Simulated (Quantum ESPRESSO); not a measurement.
HfMoC2:

```
Hf Mo C
1.0
     3.19142    0.00000    0.00000
     0.00000    3.19142    0.00000
     0.00000    0.00000    4.48516
Hf Mo C
1 1 2
Direct
  0.00000 0.00000 0.00000
  0.50000 0.50000 0.50000
  0.50000 0.50000 0.00000
  0.00000 0.00000 0.50000
```

The cell comes from a database or a generator and needn't be the stable form of this composition.

Base run:

- Program: Quantum ESPRESSO 7.5
- Functional: PBEsol
- Potentials or basis: GBRV 1.5 PBEsol
- Cutoff: 612 eV
- Density cutoff: 4898 eV
- k mesh: 8 × 8 × 6
- Occupations: fermi-dirac, width 0.05 eV
- Spin: no spin polarisation

Its results: band gap on the k mesh none (metal or under the smearing width); pressure -9.0 GPa.

**Question.** The run is repeated on the same cell with these changes: functional from PBEsol to LDA; potentials or basis from GBRV 1.5 PBEsol to GBRV 1.5 LDA. What comes out?

**Answer.** Band gap on the k mesh none (metal or under the smearing width); pressure -14.2 GPa.

Caveats: spin-orbit coupling is left out, which moves the levels of the heavy elements (some runs).
